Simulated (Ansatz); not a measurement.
# Bi2Pd3Br: the cost of one run

Method: DFT PBE, scalar-relativistic, plane waves, PAW, unless a step names another level, in Ansatz 0.2.0.

13 further runs of the same task are left out: 9 that didn't finish, 4 set aside as unsound or not needed.

**1. The system as given**

It takes space group P4/mmm (No. 123, tetragonal). Conventional cell: a = 3.692 Å, b = 3.692 Å, c = 10.692 Å, α = 90.00°, β = 90.00°, γ = 90.00°. Bi (site symmetry 4mm) is surrounded by 8 Pd at 2.86 to 3.11 Å. Pd (site symmetry 4/mmm) is surrounded by 2 Pd at 2.85 Å and 8 Bi at 3.11 Å. Around Pd (site symmetry 4mm) lie 1 Br at 2.49 Å and 1 Pd at 2.85 Å and 4 Bi at 2.86 Å. Around Br (site symmetry 4/mmm) lie 2 Pd at 2.49 Å.

As a file:

```xyz
6
Lattice="3.6924 0.0000 0.0000 0.0000 3.6924 0.0000 0.0000 0.0000 10.6915" Properties=species:S:1:pos:R:3 pbc="T T T"
Bi    1.8462    1.8462    7.0336
Bi    1.8462    1.8462    3.6579
Pd    0.0000    0.0000    5.3458
Pd    0.0000    0.0000    2.4932
Pd    0.0000    0.0000    8.1984
Br    0.0000    0.0000    0.0000
```

It came out lowest among 16 distinct ends of the trial cells. At a tolerance of 0.05 Å it has space group P4/mmm (No. 123).

**2. A stricter relaxation, on the response runs' mesh and smearing**

Input file input.yaml:

```yaml
crystal:
  lattice:
    - [3.69235982, 0.0, 0.0]
    - [0.0, 3.69235982, 0.0]
    - [0.0, 0.0, 10.6915184574]
  atoms:
    - { symbol: Bi, position: [0.5, 0.5, 0.6578697901] }
    - { symbol: Bi, position: [0.5, 0.5, 0.3421302099] }
    - { symbol: Pd, position: [0.0, 0.0, 0.5] }
    - { symbol: Pd, position: [0.0, 0.0, 0.2331902003] }
    - { symbol: Pd, position: [0.0, 0.0, 0.7668097997] }
    - { symbol: Br, position: [0.0, 0.0, 0.0] }
basis:
  ecutwfc: 420
kpoints:
  mp_grid: { grid: [8, 8, 4] }
hamiltonian:
  xc: pbe
scf:
  occupations: { method: gaussian, width: 0.1 }
output:
  forces: true
  stress: true
  eigenvalues: true
relax:
  adjacent_minimum: "off"
  f_tol: 0.001
  max_steps: 60
  cell: { stress_tol: 0.01 }
```

Started as:

```sh
ansatz run input.yaml --threads 3 --pin off --max-ram 7680MiB --backend cpu --events-out ev --progress --plain --runs-dir out
```

**Question.** How long does this run take on 3 threads of Intel Xeon at 2.50GHz (Skylake/Cascade Lake), shared host, and how much memory does it need?

About 52 s, with a peak of 0.67 GiB.
